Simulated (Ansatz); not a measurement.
# SmPb2: the cost of one run

Method: DFT PBE, scalar-relativistic, plane waves, PAW; 4f electrons in the core of a trivalent norm-conserving potential, in Ansatz 0.2.0.

2 further runs of the same task are left out: 1 that didn't finish, 1 set aside as unsound or not needed. Runs told in other sessions of the task aren't counted.

### Step 1. The system as given

Symmetry: P4/mmm, No. 123, tetragonal system. The conventional cell has a = 4.067 Å, b = 4.067 Å, c = 5.266 Å, α = 90.00°, β = 90.00°, γ = 90.00°. Sm (site symmetry 4/mmm) has 8 Pb at 3.33 Å in its first shell of neighbours. Around Pb (site symmetry mmm) lie 4 Pb at 2.88 Å and 4 Sm at 3.33 Å.

Coordinates:

```
CELL_PARAMETERS angstrom
4.06666 0.00000 0.00000
0.00000 4.06666 0.00000
0.00000 0.00000 5.26583
ATOMIC_POSITIONS crystal
Sm 0.00000 0.00000 0.00000
Pb 0.00000 0.50000 0.50000
Pb 0.50000 0.00000 0.50000
```

The cell is invented: random cell by space group and Wyckoff sites (P4/mmm, No. 123). The dimensions are guesses.

### Step 2. A first look at the guess

Input file input.yaml:

```yaml
crystal:
  lattice:
    - [4.0666624, 0.0, 0.0]
    - [0.0, 4.0666624, 0.0]
    - [0.0, 0.0, 5.26582588]
  atoms:
    - { symbol: Sm, position: [0.0, 0.0, 0.0] }
    - { symbol: Pb, position: [0.0, 0.5, 0.5] }
    - { symbol: Pb, position: [0.5, 0.0, 0.5] }
basis:
  ecutwfc: 690
kpoints:
  mp_grid: { grid: [4, 4, 4] }
hamiltonian:
  xc: pbe
  pseudopotentials:
    kind: paw
    azcp: { Sm: "pseudopotentials/pbe/nc/lanthanide_3plus/Sm.nc.azcp" }
scf:
  occupations: { method: gaussian, width: 0.1 }
  lower_state_search: "off"
output:
  forces: true
  stress: true
  eigenvalues: true
```

Started as:

```
$ ansatz run input.yaml --threads 1 --pin off --max-ram 2560MiB --backend cpu --events-out ev --progress --plain --runs-dir out
```

**Question.** How long does this run take on 1 thread of Arm Neoverse V1, shared host, and how much memory does it need?

About 5.9 s, with a peak of 0.36 GiB.
